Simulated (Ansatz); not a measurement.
**Nickel, simple cubic under LDA: structure, energy and stiffness**

What does LDA give for nickel in the simple cubic structure? We relax it, solve it on a dense k-mesh, switch on spin-orbit coupling, then scale the cell to 7 volumes from 88 to 112 % of the relaxed one and try a fit of the equation of state. The start is ferromagnetic. The k-meshes are 14×14×14 for the relaxation; 23×23×23 for the dense run; 14×14×14 for spin-orbit coupling; 23×23×23 for the volumes.

This is Ni in the simple cubic structure; at room conditions it is fcc.

Program: Ansatz 0.2.0. Level of theory: DFT LDA (PW92), plane waves (420 eV) with PAW, scalar-relativistic; PAW files made under PBE, frozen cores solved again for the functional. These are calculated values, not measurements.

### 1 The structure to begin with

The structure is cubic, space group Pm-3m (No. 221). Conventional cell: a = 2.278 Å, b = 2.278 Å, c = 2.278 Å, α = 90.00°, β = 90.00°, γ = 90.00°. Ni (site symmetry m-3m) has 6 Ni at 2.28 Å as nearest neighbours.

Coordinates:

```cif
data_structure
_symmetry_space_group_name_H-M 'P 1'
_symmetry_Int_Tables_number 1
_cell_length_a 2.2776
_cell_length_b 2.2776
_cell_length_c 2.2776
_cell_angle_alpha 90.000
_cell_angle_beta 90.000
_cell_angle_gamma 90.000
_cell_volume 11.81
loop_
_atom_site_label
_atom_site_type_symbol
_atom_site_fract_x
_atom_site_fract_y
_atom_site_fract_z
_atom_site_occupancy
Ni1 Ni 0.00000 0.00000 0.00000 1
```

The atoms start with moments of +0.8 μB.

### 2 Geometry optimisation

input.yaml reads:

```yaml
crystal:
  lattice:
    - [2.2775907947, 0.0, 0.0]
    - [0.0, 2.2775907947, 0.0]
    - [0.0, 0.0, 2.2775907947]
  atoms:
    - { symbol: Ni, position: [0.0, 0.0, 0.0], spin: 0.8 }
hamiltonian:
  xc: lda
  pseudopotentials:
    kind: paw
    azcp:
      Ni: "pseudopotentials/Ni.paw.azcp"
basis:
  ecutwfc: 420
  fft_grid_basis: typed
kpoints:
  mp_grid: { grid: [14, 14, 14], shift: [0, 0, 0] }
magnetization:
  spin_polarized: true
scf:
  occupations: { method: fermi_dirac, width: 0.05 }
relax:
  max_steps: 60
  f_tol: 0.01
  cell: {}
output:
  write_density: true
  write_potential: true
  elf: true
  volumetric_format: npy
```

The runs that follow: The energy on a finer k-mesh; A two-component run at the same geometry; Volume × 0.88; Volume × 0.92; Volume × 0.96; Volume × 1.0; Volume × 1.04; Volume × 1.08; Volume × 1.12.

**Question.** What will these runs give? Wanted: space group; conventional cell; volume; shortest distance; gap on the mesh; magnetic state; relative to fcc, ferromagnetic; magnetic state with spin-orbit coupling; V₀, B₀, B₀′.

The runs gave:

| quantity | value |
| --- | --- |
| space group (spins left aside) | Pm-3m (No. 221) |
| conventional cell | a = 2.260 Å |
| volume | 11.543 Å³/atom |
| shortest distance | 2.260 Å |
| gap on the mesh | none (levels filled in part) |
| magnetic state | ferromagnetic, up to 0.46 μB per atom |
| relative to fcc, ferromagnetic | +776 meV/atom |
| magnetic state with spin-orbit coupling | ferromagnetic, up to 0.48 μB per atom |
| V₀, B₀, B₀′ | 11.534 Å³/atom, 187 GPa, 4.9 |

**Reading.** From the guessed start the volume shrank by 2.3 % in 5 steps. Against the reference form of nickel (fcc, ferromagnetic, computed apart with the same settings) it stands 776 meV/atom higher, so it is far from stable. It ends ferromagnetic, with up to 0.46 μB per atom. No gap shows: it is a metal or semimetal at this level. The largest spin moment is 0.48 μB in the spin-orbit run and 0.46 μB without; mesh and site projection of the two kinds of run can differ, so the change can't be laid on spin-orbit coupling. Totals with and without spin-orbit coupling (-0.30 eV/atom apart) can't be read as binding, since the two-component data shift the zero of energy. B₀ comes out at 187 GPa. Relaxation kept the symmetry; phonons were not checked.
